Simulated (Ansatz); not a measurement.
Relaxation of a periodic cell of 63 atoms, Si (host Si, host structure diamond, one Si atom removed), cell charge -1, to a largest force component of 0.03 eV/Å in at most 60 steps.

These are results of DFT PBE-D3(BJ), scalar-relativistic, plane waves, PAW in Ansatz 0.2.0, not measurements. Settings: PAW set soft_1, cutoff 420 eV, k mesh 1x1x1, gaussian smearing 0.05 eV, spin collinear.

```xyz
63
Lattice="10.8600 0.0000 0.0000 0.0000 10.8600 0.0000 0.0000 0.0000 10.8600" Properties=species:S:1:pos:R:3
Si 5.469 -0.005 -0.047
Si 6.771 1.377 1.370
Si 8.135 2.697 0.003
Si 9.498 4.122 1.415
Si 8.147 -0.016 2.725
Si 9.477 1.359 4.104
Si -0.002 0.030 0.037
Si 1.436 1.316 1.319
Si 2.728 2.698 -0.033
Si 4.064 4.073 1.354
Si 5.457 5.435 -0.006
Si 6.825 6.742 1.345
Si 8.144 8.167 -0.003
Si 9.464 9.527 1.367
Si 2.672 0.022 2.733
Si 4.038 1.400 4.086
Si 5.396 2.699 2.700
Si 6.757 4.085 4.066
Si 8.122 5.451 2.719
Si 9.497 6.763 4.072
Si 5.386 0.036 5.380
Si 6.798 1.378 6.799
Si 8.103 2.685 5.452
Si 9.547 4.052 6.847
Si 8.093 0.017 8.169
Si 9.523 1.394 9.513
Si -0.014 5.435 0.013
Si 1.317 6.824 1.329
Si 2.717 8.172 -0.007
Si 4.081 9.544 1.378
Si 0.010 2.703 2.741
Si 1.339 4.098 4.083
Si 2.788 5.401 2.717
Si 4.089 6.805 4.047
Si 5.471 8.138 2.723
Si 6.796 9.504 4.052
Si 0.004 -0.024 5.414
Si 1.320 1.355 6.769
Si 2.689 2.701 5.414
Si 4.088 4.119 6.751
Si 5.419 5.439 5.420
Si 6.822 6.738 6.816
Si 8.162 8.145 5.447
Si 9.514 9.515 6.779
Si 2.669 -0.003 8.163
Si 4.103 1.350 9.510
Si 5.374 2.716 8.118
Si 6.785 4.038 9.497
Si 8.158 5.428 8.106
Si 9.465 6.786 9.511
Si -0.037 8.104 2.664
Si 1.319 9.476 4.107
Si -0.049 5.460 5.445
Si 1.361 6.782 6.721
Si 2.743 8.142 5.392
Si 4.096 9.464 6.825
Si 0.006 2.816 8.163
Si 1.345 4.066 9.536
Si 4.093 6.753 9.505
Si 5.480 8.165 8.131
Si 6.803 9.474 9.482
Si 0.003 8.158 8.184
Si 1.352 9.507 9.473
```

**Question.** Where does it end, and by what steps?

**Answer.** The forces met the threshold. Limits of this set-up: coarse k mesh, a typed lattice constant that wasn't relaxed here, charged cell in a uniform background, uncorrected. After 4 steps the energy has fallen by 1.022 eV; Si54 moved furthest, 0.18 Å.

```
step  energy less start (eV)  largest force component (eV/Å)  accepted
   0                  0.0000                           1.372       yes
   1                 -0.9331                           0.464       yes
   2                 -0.9851                           0.117       yes
   3                 -1.0157                           0.033       yes
   4                 -1.0222                           0.007       yes
```

```xyz
63
Lattice="10.8600 0.0000 0.0000 0.0000 10.8600 0.0000 0.0000 0.0000 10.8600" Properties=species:S:1:pos:R:3
Si 5.424 0.000 -0.005
Si 6.786 1.360 1.357
Si 8.146 2.722 -0.004
Si 9.511 4.082 1.347
Si 8.142 0.002 2.715
Si 9.500 1.360 4.071
Si 0.002 0.006 -0.005
Si 1.362 1.370 1.346
Si 2.709 2.747 -0.030
Si 4.068 4.079 1.351
Si 5.396 5.439 -0.032
Si 6.775 6.783 1.346
Si 8.141 8.144 -0.004
Si 9.501 9.506 1.358
Si 2.712 0.002 2.715
Si 4.063 1.371 4.082
Si 5.424 2.721 2.717
Si 6.774 4.081 4.083
Si 8.142 5.432 2.714
Si 9.509 6.784 4.081
Si 5.423 0.006 5.433
Si 6.776 1.369 6.793
Si 8.140 2.722 5.434
Si 9.507 4.079 6.790
Si 8.142 0.001 8.145
Si 9.510 1.370 9.495
Si 0.027 5.428 -0.031
Si 1.360 6.787 1.351
Si 2.720 8.118 -0.030
Si 4.065 9.495 1.348
Si 0.003 2.721 2.711
Si 1.359 4.078 4.079
Si 2.713 5.432 2.715
Si 4.066 6.786 4.078
Si 5.424 8.143 2.712
Si 6.785 9.504 4.073
Si 0.001 0.000 5.433
Si 1.360 1.366 6.790
Si 2.720 2.749 5.461
Si 3.987 4.159 6.872
Si 5.397 5.427 5.460
Si 6.779 6.786 6.791
Si 8.146 8.144 5.434
Si 9.511 9.495 6.794
Si 2.713 0.002 8.145
Si 4.067 1.366 9.498
Si 5.399 2.747 8.138
Si 6.779 4.078 9.499
Si 8.142 5.432 8.145
Si 9.506 6.787 9.498
Si 0.002 8.143 2.717
Si 1.361 9.494 4.083
Si 0.027 5.439 5.459
Si 1.438 6.706 6.869
Si 2.708 8.117 5.460
Si 4.067 9.499 6.791
Si 0.028 2.747 8.149
Si 1.435 4.154 9.423
Si 3.983 6.705 9.416
Si 5.397 8.116 8.150
Si 6.775 9.494 9.496
Si 0.029 8.116 8.138
Si 1.359 9.499 9.499
```

Whether the end is a true minimum wasn't checked by a vibrational analysis.

The run took 58 s on 4 threads of Arm Neoverse V2 (shared host), peak memory 1.6 GiB.
